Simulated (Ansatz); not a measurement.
A nudged elastic band was laid between two geometries of a periodic cell of 17 atoms, CuSi16 (host Si, host structure diamond, interstitial Cu), cell charge +1.

All numbers below come from DFT PBE, scalar-relativistic, plane waves, PAW in Ansatz. Settings: PAW set soft_1, cutoff 420 eV, k mesh 2x2x2, gaussian smearing 0.02 eV, no spin polarisation.

```json
{
  "movable images": "5",
  "climbing image": "yes",
  "spring": "5.0 eV/Å²",
  "optimiser": "fire",
  "start path": "IDPP",
  "force threshold": "0.03 eV/Å",
  "iteration limit": "45",
  "end points": "relaxed"
}
```

Image 0:

```xyz
17
Lattice="0.0000 5.4300 5.4300 5.4300 0.0000 5.4300 5.4300 5.4300 0.0000" Properties=species:S:1:pos:R:3
Si -0.002 -0.048 0.037
Si 1.466 1.251 1.439
Si 2.765 2.715 0.039
Si 3.996 4.151 1.404
Si 2.894 -0.180 2.614
Si 4.019 1.306 3.996
Si 5.398 2.745 2.661
Si 6.841 4.123 3.998
Si 0.070 2.646 2.716
Si 1.333 4.074 4.070
Si 2.659 5.485 2.763
Si 4.072 6.812 4.068
Si 2.689 2.665 5.370
Si 4.208 3.940 6.635
Si 5.483 5.457 5.368
Si 6.766 6.810 6.778
Cu 5.766 2.376 5.143
```

Image 6:

```xyz
17
Lattice="0.0000 5.4300 5.4300 5.4300 0.0000 5.4300 5.4300 5.4300 0.0000" Properties=species:S:1:pos:R:3
Si -0.005 0.002 0.019
Si 1.392 1.310 1.355
Si 2.797 2.612 -0.107
Si 4.074 4.006 1.286
Si 2.759 0.082 2.790
Si 4.120 1.417 4.124
Si 5.427 2.743 2.712
Si 6.826 4.075 4.023
Si -0.080 2.662 2.765
Si 1.295 4.020 4.096
Si 2.559 5.296 2.576
Si 3.968 6.606 3.894
Si 2.708 2.742 5.450
Si 4.018 4.108 6.820
Si 5.357 5.484 5.378
Si 6.727 6.819 6.732
Cu 6.503 3.738 6.456
```

Q: What changes between the two ends?

A: Contacts lost: Si1–Cu17, Si6–Cu17, Si7–Cu17. Contacts made: Si9–Cu17, Si11–Cu17, Si15–Cu17. The atom that moves furthest is Cu17, by 2.03 Å; four of its nearest neighbours are Si6 2.35, Si8 2.35, Si2 2.35, Si1 2.47 Å at the first end and Si9 2.35, Si15 2.35, Si3 2.35, Si2 2.47 Å at the last.

Q: What energy profile does the band end with?

A: The run converged. The highest image is number 4 of 0 to 6, 0.047 eV above the ends, which have the same energy within 2 meV. Beside the main top the profile has a ripple of under 15 meV (maxima at images 1, 4), which may be a very shallow well or noise. By the program's own check the climbing image is of a kind that is not told: the force calls were inconclusive, a negative curvature could not be distinguished from the path's own, the only one lies far off the path, or fixed occupations may fill a level only in part (lowest curvatures found: -0.57 and 0.89 eV/Å²). Limits of this set-up: a small cell, in which the defect meets its images, charged cell in a uniform background, uncorrected.

| image | path coordinate (Å) | energy (eV) | Si1–Cu17 (Å) | Si6–Cu17 (Å) | Si7–Cu17 (Å) |
| --- | --- | --- | --- | --- | --- |
| 0 | 0.00 | 0.000 | 2.47 | 2.35 | 2.54 |
| 1 | 0.44 | 0.010 | 2.58 | 2.41 | 2.78 |
| 2 | 0.88 | 0.006 | 2.85 | 2.55 | 3.00 |
| 3 | 1.32 | 0.009 | 3.17 | 2.82 | 3.21 |
| 4 | 1.76 | 0.047 | 3.49 | 3.27 | 3.51 |
| 5 | 2.12 | 0.022 | 3.77 | 3.66 | 3.78 |
| 6 | 2.49 | 0.000 | 4.02 | 4.06 | 4.02 |

Q: What is the geometry of the highest image?

A: 
```xyz
17
Lattice="0.0000 5.4300 5.4300 5.4300 0.0000 5.4300 5.4300 5.4300 0.0000" Properties=species:S:1:pos:R:3
Si 0.040 -0.030 0.028
Si 1.442 1.249 1.378
Si 2.802 2.602 -0.078
Si 4.081 4.002 1.274
Si 2.845 0.108 2.861
Si 4.214 1.473 4.167
Si 5.485 2.740 2.662
Si 6.840 4.096 3.986
Si -0.041 2.648 2.753
Si 1.314 4.001 4.078
Si 2.580 5.265 2.566
Si 3.949 6.633 3.869
Si 2.713 2.729 5.462
Si 3.988 4.133 6.814
Si 5.344 5.489 5.354
Si 6.746 6.765 6.705
Cu 6.094 3.352 6.066
```

Time of the run: 29 min on 1 thread of Arm Neoverse V1, with other jobs on the host, peak memory 0.93 GiB.
